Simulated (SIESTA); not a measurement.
Set up this calculation in SIESTA 5.4.2, as the native input.

```yaml
Task: single point
Functional: PBEsol
Potentials_or_basis: PseudoDojo 0.4 standard (PBEsol files)
Basis: DZP (energy shift 0.003 Ry; two zetas on semicore shells)
Grid_cutoff: 800 Ry
Energy_shift: 0.003 Ry
k_mesh: 6 × 6 × 6
Occupations: fermi-dirac, width 0.05 eV
Spin: no spin polarisation
```

CuPt7 (Kitagohaite):

```
Pt Cu
1.0
     0.00000    3.89455    3.89455
     3.89455    0.00000    3.89455
     3.89455    3.89455    0.00000
Pt Cu
7 1
Direct
  0.99695 0.00230 0.49267
  0.49312 0.50223 0.00520
  0.99428 0.51022 0.00377
  0.00981 0.50746 0.47941
  0.48871 0.99615 0.51010
  0.49774 0.99844 0.00940
  0.50446 0.49857 0.49846
  0.00382 0.00490 0.99059
```

The cell isn't the ideal one: atoms moved at random, drawn with an rms of 0.05 Å.

The input as run:

CuPt7.fdf

```
SystemName                      Kitagohaite
SystemLabel                     CuPt7
NumberOfSpecies                 2
NumberOfAtoms                   8
%block ChemicalSpeciesLabel
  1  78 Pt
  2  29 Cu
%endblock ChemicalSpeciesLabel

LatticeConstant                 1.0 Ang
%block LatticeVectors
     0.0000000000     3.8945500000     3.8945500000
     3.8945500000     0.0000000000     3.8945500000
     3.8945500000     3.8945500000     0.0000000000
%endblock LatticeVectors
AtomicCoordinatesFormat         Fractional
%block AtomicCoordinatesAndAtomicSpecies
    -0.0030460000     0.0022970000     0.4926690000  1  Pt
     0.4931230000     0.5022310000     0.0052010000  1  Pt
    -0.0057230000     0.5102230000     0.0037730000  1  Pt
     0.0098080000     0.5074630000     0.4794060000  1  Pt
     0.4887110000    -0.0038490000     0.5101010000  1  Pt
     0.4977370000    -0.0015590000     0.0093980000  1  Pt
     0.5044570000     0.4985750000     0.4984630000  1  Pt
     0.0038200000     0.0048960000    -0.0094110000  2  Cu
%endblock AtomicCoordinatesAndAtomicSpecies

%block kgrid.MonkhorstPack
    6   0   0  0.0
    0   6   0  0.0
    0   0   6  0.0
%endblock kgrid.MonkhorstPack
XC.Functional                   GGA
XC.Authors                      PBEsol
PAO.BasisSize                   DZP
PAO.EnergyShift                 0.003 Ry
Mesh.Cutoff                     800 Ry
OccupationFunction              FD
ElectronicTemperature           0.05 eV
MaxSCFIterations                120
SCF.MustConverge                false
SCF.Mixer.Method                Pulay
SCF.Mixer.Weight                0.25
SCF.Mixer.History               8
SCF.DM.Tolerance                5.0e-05
SCF.H.Tolerance                 1.0e-03 eV
WriteForces                     true
Charge.Mulliken                 end
%block PAO.Basis
  Pt 5
  n=5 0 2
    2.732 0.000
  n=6 0 2
    7.268 0.000
  n=5 1 2
    3.260 0.000
  n=6 1 1
    7.268
  n=5 2 2
    5.669 0.000
  Cu 5
  n=3 0 2
    2.374 0.000
  n=4 0 2
    7.224 0.000
  n=3 1 2
    2.662 0.000
  n=4 1 1
    7.224
  n=3 2 2
    4.908 0.000
%endblock PAO.Basis
```

Potentials or basis: PseudoDojo 0.4 standard (PBEsol files), DZP (energy shift 0.003 Ry; two zetas on semicore shells).

Command:

```console
$ siesta CuPt7.fdf > CuPt7.out 2>&1
```

Results of the run:

```yaml
Pressure: 0.9 GPa
Largest_force: 1.755 eV/Å
Band_gap_on_the_k_mesh: none (metal or under the smearing width)
```

Caveat: short orbitals over semicore shells can move pressures by several GPa; the basis of atomic orbitals isn't converged, which shifts pressures, moduli and gaps.

Run time: 5.6 min on 1 thread of Intel(R) Xeon(R) Platinum 8375C CPU @ 2.90GHz (Ice Lake), on a shared host, peak memory 0.59 GiB.
